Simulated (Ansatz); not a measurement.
# BGaH2: the cost of one run

The runs use Ansatz 0.2.0, Gaussian basis; def2-QZVPP, all electrons in the functionals.

Plan: PBE, BLYP, r2SCAN, B97M-V, PBE0, B3LYP, wB97M-V, at charge 0, triplet; charge 0, singlet; charge 0, quintet; charge 1, doublet; charge 1, quartet (not every functional at every point).

10 further runs of the same task are left out: 1 that didn't finish, 9 set aside as unsound or not needed. Runs told in other sessions of the task aren't counted.

## (1) The geometry

The geometry is a PBE0/def2-TZVP stationary point (not a proven minimum). No spin-orbit coupling is included. The filled d shell of Ga may be among the frozen orbitals whatever the setting's name suggests.

4 atoms, charge 0, spin multiplicity 3.

Atoms are counted from 1 here; the program's logs count them from 0.

Bond lengths: B1–Ga2 2.039 Å, Ga2–H3 1.562 Å, Ga2–H4 1.562 Å. Angles: B1–Ga2–H3 117.2°, B1–Ga2–H4 117.2°, H3–Ga2–H4 125.6°.

As a file:

```
B     0.0000    0.0000    1.7891
Ga    0.0000    0.0000   -0.2495
H     0.0000    1.3893   -0.9639
H     0.0000   -1.3893   -0.9639
```

No dispersion term is added; B97M-V, wB97M-V hold VV10 nonlocal correlation. B3LYP takes the VWN-RPA correlation.

The geometry shown and the zero of energy belong to the point charge 0, triplet. The yardstick, RCCSD(T), and other wave-function levels (R restricted, U unrestricted, valence and pair active spaces) come from earlier runs.

## (2) PBE, charge 0, triplet

in.yaml

```yaml
crystal:
  periodic: [false, false, false]
  atoms:
    - {symbol: B, position_ang: [0.000000, 0.000000, 1.789068]}
    - {symbol: Ga, position_ang: [0.000000, 0.000000, -0.249536]}
    - {symbol: H, position_ang: [0.000000, 1.389305, -0.963938]}
    - {symbol: H, position_ang: [0.000000, -1.389305, -0.963938]}
basis:
  gaussian: {orbitals: "def2-QZVPP.json"}
magnetization: {spin_polarized: true, initial_magnetization: 2}
hamiltonian: {xc: {name: PBE}}
output: {orbitals: {seedname: orbitals}}
```

On the command line:

```bash
> ansatz run in.yaml --threads 1 --pin off --events-out ev --progress --plain --max-ram 2393MiB
```

What time and memory should one allow on 1 thread of Arm Neoverse V1, shared host?

About 14 s, with a peak of 0.4 GiB.
